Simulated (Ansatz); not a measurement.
# Cs2AgSbBr6: further runs on the relaxed cell

One table from this session's results is given with a row withheld; the runs are named, their logs left out.

Computed with Ansatz 0.2.0 (DFT r2SCAN, scalar-relativistic, plane waves, PAW, unless a step's input says otherwise).

1 further run of the same task is left out (set aside as unsound or not needed). Runs told in other sessions of the task aren't counted.

### The system as given

It takes space group Fm-3m (No. 225, cubic). The conventional cell has a = 11.242 Å, b = 11.242 Å, c = 11.242 Å, α = 90.00°, β = 90.00°, γ = 90.00°. Cs (site symmetry -43m) has 12 Br at 3.97 Å in its first shell of neighbours. Ag (site symmetry m-3m) has 6 Br at 2.82 Å in its first shell of neighbours. Sb (site symmetry m-3m) has 6 Br at 2.80 Å in its first shell of neighbours. Br (site symmetry 4mm) has 1 Sb at 2.80 Å and 1 Ag at 2.82 Å and 4 Cs at 3.97 Å in its first shell of neighbours.

Structure file:

```cif
data_structure
_symmetry_space_group_name_H-M 'P 1'
_symmetry_Int_Tables_number 1
_cell_length_a 7.9493
_cell_length_b 7.9493
_cell_length_c 7.9493
_cell_angle_alpha 60.000
_cell_angle_beta 60.000
_cell_angle_gamma 60.000
_cell_volume 355.20
loop_
_atom_site_label
_atom_site_type_symbol
_atom_site_fract_x
_atom_site_fract_y
_atom_site_fract_z
_atom_site_occupancy
Cs1 Cs 0.75000 0.75000 0.75000 1
Cs2 Cs 0.25000 0.25000 0.25000 1
Ag1 Ag 0.50000 0.50000 0.50000 1
Sb1 Sb 0.00000 0.00000 0.00000 1
Br1 Br 0.75055 0.24945 0.24945 1
Br2 Br 0.24945 0.24945 0.75055 1
Br3 Br 0.24945 0.75055 0.75055 1
Br4 Br 0.24945 0.75055 0.24945 1
Br5 Br 0.75055 0.24945 0.75055 1
Br6 Br 0.75055 0.75055 0.24945 1
```

It goes back to an entry of the Materials Project, which need not be the stable form.

It is the result of an earlier relaxation at this level (volume 35.52 Å³/atom; gap on the mesh: 1.13 eV).

The first run:

File input.yaml:

```yaml
crystal:
  lattice:
    - [0.0, 5.5642413471, 5.5642413471]
    - [5.5642413471, 0.0, 5.5642413471]
    - [5.5642413471, 5.5642413471, 0.0]
  atoms:
    - { symbol: Cs, position: [0.75, 0.75, 0.75] }
    - { symbol: Cs, position: [0.25, 0.25, 0.25] }
    - { symbol: Ag, position: [0.5, 0.5, 0.5] }
    - { symbol: Sb, position: [0.0, 0.0, 0.0] }
    - { symbol: Br, position: [0.75054537, 0.24945463, 0.24945463] }
    - { symbol: Br, position: [0.24945463, 0.24945463, 0.75054537] }
    - { symbol: Br, position: [0.24945463, 0.75054537, 0.75054537] }
    - { symbol: Br, position: [0.24945463, 0.75054537, 0.24945463] }
    - { symbol: Br, position: [0.75054537, 0.24945463, 0.75054537] }
    - { symbol: Br, position: [0.75054537, 0.75054537, 0.24945463] }
basis:
  ecutwfc: 500
kpoints:
  mp_grid: { grid: [4, 4, 4] }
hamiltonian:
  xc: r2scan
scf:
  occupations: { method: gaussian, width: 0.02 }
output:
  forces: true
  stress: true
  eigenvalues: true
relax:
  adjacent_minimum: "off"
  f_tol: 0.01
  max_steps: 30
```

Run with:

```bash
$ ansatz run input.yaml --threads 2 --pin off --max-ram 5120MiB --backend cpu --events-out ev --progress --plain --runs-dir out
```

Among the steps run: Volume × 0.97; Point at V/V0 = 1.03; Point at V/V0 = 0.94; Volume × 1.06; Point at V/V0 = 0.91; The cell scaled to 1.10 of its volume; The cell scaled to 0.88 of its volume.

One table of the session follows, with a row left open; its other results are not shown here.

It belongs to the step «Energy against volume». 

```
volume (Å³/atom)  energy above the lowest point (meV/atom)  pressure (GPa)  gap on the mesh (eV)
          31.258                                      52.9            4.57                  0.81
          32.323                                      27.7            3.08                  0.90
          33.389                                      11.4            1.85                  0.98
          34.455                                       2.6            0.83                  1.06
          35.520                                       0.0            0.00                  1.13
          36.586                                         ?               ?                     ?
          37.651                                       8.9           -1.25                  1.26
          39.072                                      22.6           -1.82                  1.34
```

Estimate the missing values for volume (Å³/atom) = 36.586.

Worked estimate for «energy above the lowest point (meV/atom)». A straight line through the neighbours (35.520, 0.0) and (37.651, 8.9) gives 0.0 + (8.9 − 0.0) × (36.586 − 35.520) / (37.651 − 35.520) = 4.5; a parabola fitted to 4 rows on both sides gives 2.5.

As computed: energy above the lowest point (meV/atom): 2.4; pressure (GPa): -0.69; gap on the mesh (eV): 1.19. In «energy above the lowest point (meV/atom)» the line misses by +2.1 and the parabola by +0.1.

To keep in mind: Warnings in the runs' records: stress scf threshold loose.
